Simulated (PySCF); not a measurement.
# C6H8BrFSi2: the cost of one run

Computed with PySCF 2.14.0, with density-fitted response routines of our own, on a single molecule, in the gas phase or a continuum. Atoms are numbered from 0 throughout.

**1. Starting geometry**

18 atoms, charge 0, multiplicity 1; geometry from: GFN2-xTB. The atoms were then displaced at random by about 0.01 Å, so the start is not that level's minimum.

Bonds of the start (Å): F0–Si1 1.62, Si1–C2 1.87, C2–C3 1.41, C3–C4 1.35, C4–C5 1.40, C5–Si6 1.89, Si6–Br7 2.23, C5–C8 1.39, C8–C9 1.38, C9–C2 1.40, Si1–H10 1.45, Si1–H11 1.46, C3–H12 1.11, C4–H13 1.07, Si6–H14 1.45, Si6–H15 1.44, C8–H16 1.09, C9–H17 1.09.

**2. Optimising the geometry at PBE0-D3(BJ)/def2-SVP**

What the job is given:

```
{"job": {"xc": "PBE0", "basis": "def2-SVP", "d3": "d3bj", "grid": 1, "shake": 0.01, "kind": "geom"}, "charge": 0, "multiplicity": 1}
F     -3.922070    -0.964270     0.457640
Si    -3.282380     0.434840    -0.054440
C     -1.431870     0.181370    -0.024590
C     -0.821410    -1.034350     0.359520
C      0.510380    -1.225150     0.372610
C      1.375540    -0.184040     0.021200
Si     3.236330    -0.522350     0.071120
Br     4.311580     1.318590    -0.588610
C      0.825440     1.037810    -0.334030
C     -0.545150     1.209880    -0.361080
H     -3.790940     0.623890    -1.395620
H     -3.706890     1.445880     0.912420
H     -1.532160    -1.841920     0.636650
H      0.902340    -2.173080     0.688590
H      3.703160    -0.793820     1.421820
H      3.622080    -1.541600    -0.867890
H      1.473790     1.864150    -0.639830
H     -0.955310     2.176110    -0.661230
```

Command:

```sh
$ OMP_NUM_THREADS=1 python probes_run.py task.json out
```

This one command runs all jobs of the session in turn.

Q: Estimate the wall time and peak memory of this first job on 1 thread of Intel Xeon Platinum 8375C at 2.90GHz, shared host.

About 3.3 min, with a peak of 0.93 GiB.
